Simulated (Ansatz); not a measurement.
# RuH (sextet): from Hartree-Fock to the top rungs, def2-SVP

One table from this session's results is given with a row withheld; the runs are named, their logs left out.

Computed with Ansatz 0.2.0, Gaussian basis. Level: def2-SVP, core rule «outside noble gas», up to 4 orbitals frozen.

Plan: UHF; CCSD(T) on ROHF; CCSD(T) on UHF; CISD; CCSDT(Q) on ROHF; CCSDT(Q) on UHF; CASSCF and MRCISD+Q, 9 electrons in 7 orbitals; CASSCF and NEVPT4(SD), 9 electrons in 7 orbitals; CASSCF and NEVPT2, 9 electrons in 7 orbitals.

20 further runs of the same task are left out: 1 for a known fault of the program, 7 that didn't finish, 12 set aside as unsound or not needed.

**What is computed**

The geometry is a PBE0/def2-TZVP stationary point (not a proven minimum) of the parent state, kept for this charge and spin. No spin-orbit coupling is included. Elements past krypton take def2 core potentials.

2 atoms, charge 0, spin multiplicity 6.

Atoms are counted from 1 here; the program's logs count them from 0.

Bond lengths: Ru1–H2 1.589 Å.

Set-up of the first run:

The input, in.yaml:

```yaml
crystal:
  periodic: [false, false, false]
  atoms:
    - {symbol: Ru, position_ang: [0.000000, 0.000000, 0.000000]}
    - {symbol: H, position_ang: [0.000000, 0.000000, 1.589200]}
basis:
  gaussian: {orbitals: def2-SVP}
magnetization: {spin_polarized: true, initial_magnetization: 5}
hamiltonian: {xc: hf}
output: {orbitals: {seedname: orbitals}}
```

Run with:

```console
> ansatz run in.yaml --threads 1 --pin off --events-out ev --progress --plain --max-ram 2393MiB
```

Among the steps run: UHF; CCSD(T) on ROHF; CCSD(T) on UHF; CISD; CCSDT(Q) on ROHF; CCSDT(Q) on UHF; CASSCF and MRCISD+Q, 9 electrons in 7 orbitals; CASSCF and NEVPT4(SD), 9 electrons in 7 orbitals; CASSCF and NEVPT2, 9 electrons in 7 orbitals.

One of the session's tables, all rows but one given; the rest of the session is left out.

| method | from RCCSDT(Q) (kJ/mol) |
| --- | --- |
| ROHF | +377.8 |
| UHF | +364.7 |
| RMP2 | +47.8 |
| UMP2 | +40.7 |
| CISD | +22.1 |
| RCCSD | +8.9 |
| UCCSD | +1.6 |
| RCCSD(T) | +1.7 |
| UCCSD(T) | ? |
| RCCSDT | +0.3 |
| UCCSDT | -7.1 |
| RCCSDT(Q) | 0 |
| UCCSDT(Q) | -7.3 |
| CASSCF valence | +377.8 |
| NEVPT2 valence | +85.1 |
| NEVPT4(SD) valence | +15.1 |
| MRCISD valence | +27.3 |
| MRCISD+Q valence | +7.4 |

Estimate the missing values for UCCSD(T).

The run gave: from RCCSDT(Q) (kJ/mol): -5.7. In the column «from RCCSDT(Q) (kJ/mol)» it lies between UCCSDT (-7.1) and RCCSDT(Q) (0).

Caveats from the session: Restricted and unrestricted rows rest on different reference determinants; where their highest levels disagree by more than a few hundredths of an eV, they describe different states and don't form one ladder.
